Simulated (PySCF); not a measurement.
# BiF3 (Bi(F)32+): the cost of one run

The runs use PySCF 2.14.0; several levels, as the steps say, no spin–orbit coupling.

3 further runs of the same task are left out: 2 for a known fault of the program, 1 that didn't finish.

### 1 Where the work starts

4 atoms, charge 2, spin multiplicity 1.

Bond lengths: Bi1–F2 2.002 Å, Bi1–F3 2.002 Å, Bi1–F4 2.002 Å. Angles: F2–Bi1–F3 117.8°, F2–Bi1–F4 117.8°, F3–Bi1–F4 124.4°.

Coordinates:

```xyz
4

Bi   -0.0333    0.0000    0.0000
F     1.9685   -0.0014    0.0000
F    -0.9662    1.7710    0.0000
F    -0.9689   -1.7696    0.0000
```

Formal oxidation states: Bi +5. An earlier session relaxed this geometry at PBE, Bi def2-SVP with ECP60, F def2-SVP (singlet, point group C2v).

At PBE on the finer grid: E = -512.617032 Eh, HOMO -23.66 eV, LUMO -22.45 eV, Mulliken charge on Bi1 +2.05 e, largest force component 0.039 eV/Å. 

Levels to run: BLYP; r2SCAN; BP86; TPSSh; PBE, TZVP; PBE, x2c-SVP. Hardware: 2 threads of Arm Neoverse N1, shared host.

### 2 BLYP

File run.py (the lines that set the calculation):

```python
mol = gto.M(atom='''
Bi    -0.03334    -0.00001     0.00000
F      1.96848    -0.00139     0.00000
F     -0.96620     1.77102     0.00000
F     -0.96894    -1.76962     0.00000''',
    basis={'Bi': 'def2-SVP', 'F': 'def2-SVP'},
    ecp={'Bi': 'def2-SVP'},
    charge=2, spin=0)
mf = dft.RKS(mol, xc='BLYP')
mf.grids.atom_grid = (75, 302)
mf = mf.density_fit()  # fitting sets: Bi def2-universal-JKFIT, F def2-universal-JKFIT
mf.conv_tol = 1e-08; mf.max_cycle = 55
mf.kernel(dm0)  # dm0: the density of the relaxed state
```

Started as:

```console
> OMP_NUM_THREADS=2 python run.py
```

**Question.** How long does this run take on 2 threads of Arm Neoverse N1, shared host?

About 2.7 s.
